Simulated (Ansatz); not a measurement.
# H6O2SSi (built from SMILES O.O[SiH2]S): a short trajectory

The task is to watch the atoms for 60 steps of 1.0 fs, started with velocities for 700 K and run with a Langevin thermostat, and see to which side of the barrier the system falls.

Method: PBE0-D4/def2-SVP; program: Ansatz 0.2.0, Gaussian basis.

**1. Where the work starts**

The start, a first-order saddle point found at PBE0-D4 in triple zeta: 10 atoms, charge 0, spin multiplicity 1.

Atoms are counted from 1 here; the program's logs count them from 0.

Bond lengths: Si1–H3 1.473 Å, Si1–H4 1.477 Å, Si1–O5 1.676 Å, Si1–O7 1.836 Å, S2–H8 1.342 Å, O5–H9 0.959 Å, H6–O7 1.059 Å, O7–H10 0.966 Å. Angles: H3–Si1–H4 126.9°, H3–Si1–O5 96.8°, H3–Si1–O7 116.6°, H4–Si1–O5 103.2°, H4–Si1–O7 111.2°, O5–Si1–O7 92.2°, Si1–O5–H9 116.7°, Si1–O7–H6 96.0°, Si1–O7–H10 117.1°, H6–O7–H10 119.6°.

Coordinates:

```
Si   -0.0624   -0.4457   -0.4837
S     0.9980   -0.8979    1.7641
H     1.3140   -0.4078   -1.0069
H    -0.8809   -1.6477   -0.2275
O    -0.8028    0.2457   -1.8187
H     0.0628    0.6824    1.4153
O    -0.5659    0.9440    0.6046
H     2.1999   -0.3983    1.4378
H    -1.7438    0.0915   -1.9174
H    -0.5190    1.8339    0.2322
```

**2. The run**

Input file md/in.yaml:

```yaml
crystal:
  periodic: [false, false, false]
  atoms:
    - {symbol: Si, position_ang: [-0.062399, -0.445730, -0.483661]}
    - {symbol: S, position_ang: [0.997954, -0.897944, 1.764142]}
    - {symbol: H, position_ang: [1.313983, -0.407827, -1.006850]}
    - {symbol: H, position_ang: [-0.880921, -1.647682, -0.227467]}
    - {symbol: O, position_ang: [-0.802759, 0.245712, -1.818722]}
    - {symbol: H, position_ang: [0.062803, 0.682433, 1.415349]}
    - {symbol: O, position_ang: [-0.565892, 0.944031, 0.604602]}
    - {symbol: H, position_ang: [2.199919, -0.398272, 1.437786]}
    - {symbol: H, position_ang: [-1.743765, 0.091530, -1.917392]}
    - {symbol: H, position_ang: [-0.519022, 1.833949, 0.232211]}
basis:
  gaussian: {orbitals: def2-SVP}
hamiltonian: {xc: pbe0, dispersion: d4}
md: {n_steps: 60, timestep: 1.0, temperature: 700, ensemble: nvt_langevin, seed: 587, friction: 0.01, initial_velocities: maxwell_boltzmann}
```

Run with:

```
$ ansatz run in.yaml --threads 4 --pin off --events-out ev --progress --plain --max-ram 9574MiB
```

The program printed, shortened:

```text
Functional definition: PBE0
  name "PBE0"
  cite "Adamo & Barone, J. Chem. Phys. 110, 6158 (1999) doi:10.1063/1.478522"
  cite "Perdew, Burke & Ernzerhof, Phys. Rev. Lett. 77, 3865 (1996) doi:10.1103/PhysRevLett.77.3865"
  parent pbe
[...]
954 factors; integrals over basis functions are off by at most 5.2e-4 eV
[...]
mean field -22885.09858159 eV, -841.0118607964 hartree, gradient 1.2e-5 eV, S^2 0.000000; 0 other end points of the search recorded, 0 dependent functions left out
[...]
reference -22885.09860517 eV, -841.0118616631 hartree; 26, 26 occupied and 68, 68 virtual orbitals, 954 factors
md step     0: t =     0.00 fs  T =   630.0 K  F+E_penalty+E_count = -22885.26835373 eV  E_kin = 0.814338 eV  (24 SCF iters)
[...]
md step    15: t =    15.00 fs  T =   532.0 K  F+E_penalty+E_count = -22884.95320346 eV  E_kin = 0.687724 eV  (24 SCF iters, 3 dispersion substeps)
[...]
md step    30: t =    30.00 fs  T =   804.2 K  F+E_penalty+E_count = -22885.26559959 eV  E_kin = 1.039470 eV  (24 SCF iters, 3 dispersion substeps)
[...]
md step    45: t =    45.00 fs  T =  1027.1 K  F+E_penalty+E_count = -22885.63254667 eV  E_kin = 1.327574 eV  (27 SCF iters, 3 dispersion substeps)
[...]
md step    59: t =    59.00 fs  T =   792.1 K  F+E_penalty+E_count = -22885.69967226 eV  E_kin = 1.023909 eV  (29 SCF iters, 3 dispersion substeps)
[...]
md step    60: t =    60.00 fs  T =   827.1 K  F+E_penalty+E_count = -22885.77356319 eV  E_kin = 1.069051 eV  (25 SCF iters, 3 dispersion substeps)
Total energy: -22885.77359080 eV, -841.0366669273 hartree
Atom 0 at    -0.284425    -0.349377    -0.725582 Å, force     1.018890     2.501914     1.683760 eV/Å
Atom 1 at     1.413397    -0.977706     1.944557 Å, force    -1.222221    -0.104261     0.201603 eV/Å
Atom 2 at     1.156907    -0.530642    -1.194359 Å, force    -0.860990    -0.169422    -0.082106 eV/Å
Atom 3 at    -0.847979    -1.549670     0.020001 Å, force     0.079363     0.351566    -0.555190 eV/Å
Atom 4 at    -1.359630     0.220119    -1.895663 Å, force     1.063613    -0.458592    -0.045889 eV/Å
Atom 5 at     1.544559     0.214629     2.547929 Å, force     0.027095     0.161768    -0.063885 eV/Å
Atom 6 at    -0.302925     1.113453     0.254938 Å, force    -0.162704    -1.511138    -1.010223 eV/Å
Atom 7 at     2.702507    -1.183597     1.860899 Å, force     1.220259    -0.125756    -0.081318 eV/Å
Atom 8 at    -2.085646    -0.366417    -1.767260 Å, force    -1.492284    -0.547618    -0.425501 eV/Å
Atom 9 at    -0.959140     1.643268    -0.234963 Å, force     0.328980    -0.098461     0.378750 eV/Å
Dipole moment:    -0.013458    -0.224872     0.029806 e Å
```

It took 92 s on 4 threads of Intel Xeon Platinum 8259CL at 2.50GHz, shared host.

**3. The trajectory**

Every 3 steps:

| time (fs) | T (K) | potential (meV) | potential + kinetic (meV) | Si1–O7 (Å) | S2–H6 (Å) | Si1–S2 (Å) | H6–O7 (Å) |
| --- | --- | --- | --- | --- | --- | --- | --- |
| 0.00 | 630 | 0.0 | 0.0 | 1.836 | 1.869 | 2.526 | 1.059 |
| 3.00 | 615 | 109.8 | 90.9 | 1.865 | 1.709 | 2.523 | 1.134 |
| 6.00 | 580 | 260.1 | 196.1 | 1.897 | 1.545 | 2.520 | 1.244 |
| 9.00 | 493 | 423.7 | 246.9 | 1.920 | 1.419 | 2.525 | 1.347 |
| 12.00 | 451 | 458.7 | 227.3 | 1.927 | 1.369 | 2.541 | 1.437 |
| 15.00 | 532 | 315.2 | 188.5 | 1.924 | 1.402 | 2.566 | 1.506 |
| 18.00 | 663 | 257.9 | 301.1 | 1.905 | 1.446 | 2.596 | 1.602 |
| 21.00 | 894 | -3.5 | 338.0 | 1.864 | 1.401 | 2.629 | 1.750 |
| 24.00 | 864 | -82.5 | 220.1 | 1.812 | 1.309 | 2.660 | 1.940 |
| 27.00 | 810 | 5.5 | 237.8 | 1.749 | 1.309 | 2.688 | 2.132 |
| 30.00 | 804 | 2.8 | 227.9 | 1.677 | 1.381 | 2.718 | 2.314 |
| 33.00 | 891 | -50.3 | 286.8 | 1.607 | 1.395 | 2.753 | 2.489 |
| 36.00 | 841 | -89.2 | 183.5 | 1.556 | 1.330 | 2.795 | 2.631 |
| 39.00 | 940 | -109.4 | 291.7 | 1.547 | 1.299 | 2.845 | 2.765 |
| 42.00 | 854 | -223.6 | 65.7 | 1.580 | 1.392 | 2.902 | 2.891 |
| 45.00 | 1027 | -364.2 | 149.0 | 1.632 | 1.400 | 2.960 | 2.982 |
| 48.00 | 907 | -369.0 | -11.1 | 1.692 | 1.327 | 3.018 | 3.030 |
| 51.00 | 819 | -403.5 | -159.1 | 1.736 | 1.311 | 3.072 | 3.064 |
| 54.00 | 792 | -374.1 | -164.8 | 1.764 | 1.386 | 3.127 | 3.093 |
| 57.00 | 710 | -330.8 | -226.9 | 1.772 | 1.394 | 3.179 | 3.090 |
| 60.00 | 827 | -505.2 | -250.5 | 1.761 | 1.343 | 3.226 | 3.079 |

Energies count from the start.

Positions (Å) and forces (eV/Å) at 24.00 fs:

```xyz
10

Si   -0.181   -0.420   -0.539    1.442    1.920    1.759
S     1.088   -0.873    1.755    0.106   -2.479    1.329
H     1.270   -0.521   -1.007   -0.822   -0.208    0.033
H    -0.931   -1.603   -0.138   -0.209   -0.542    0.085
O    -0.925    0.220   -1.849   -0.601    0.555   -1.087
H     0.903    0.372    2.113   -0.141    0.988    0.282
O    -0.275    0.923    0.673   -1.879   -0.046   -2.944
H     2.278   -0.644    1.272    1.276    0.157   -0.367
H    -1.839    0.103   -2.121    0.150   -0.123    0.264
H    -0.904    1.524    0.201    0.677   -0.222    0.647
```

Positions (Å) and forces (eV/Å) at 60.00 fs:

```xyz
10

Si   -0.284   -0.349   -0.726    1.019    2.502    1.684
S     1.413   -0.978    1.945   -1.222   -0.104    0.202
H     1.157   -0.531   -1.194   -0.861   -0.169   -0.082
H    -0.848   -1.550    0.020    0.079    0.352   -0.555
O    -1.360    0.220   -1.896    1.064   -0.459   -0.046
H     1.545    0.215    2.548    0.027    0.162   -0.064
O    -0.303    1.113    0.255   -0.163   -1.511   -1.010
H     2.703   -1.184    1.861    1.220   -0.126   -0.081
H    -2.086   -0.366   -1.767   -1.492   -0.548   -0.426
H    -0.959    1.643   -0.235    0.329   -0.098    0.379
```

**4. Summary of results**

| quantity | value |
| --- | --- |
| length | 60 steps, 60.0 fs |
| temperature at the start | 630 K |
| mean temperature, second half | 861 K |
| lowest and highest potential energy, from the first frame | -505 and 500 meV |
| largest change of potential + kinetic | 365.1 meV |
| bonds lost by distance | Si1–S2, H6–O7 |
| bonds made by distance | S2–H6 |

What this shows: By the last frame it has moved towards the side where Si1–O7, S2–H6 form. The system runs downhill by 0.51 eV, and that energy turns into motion. The thermostat trades energy with the molecule, so the sum of potential and kinetic energy isn't conserved: it changes by -250 meV over the run. The mean temperature of the second half is still well above the 700 K set. The temperature runs between 440 and 1044 K. Under Langevin the temperature counts 3N degrees of freedom, more than the drawn velocities fill, so it starts at 630 K, not 700 K.
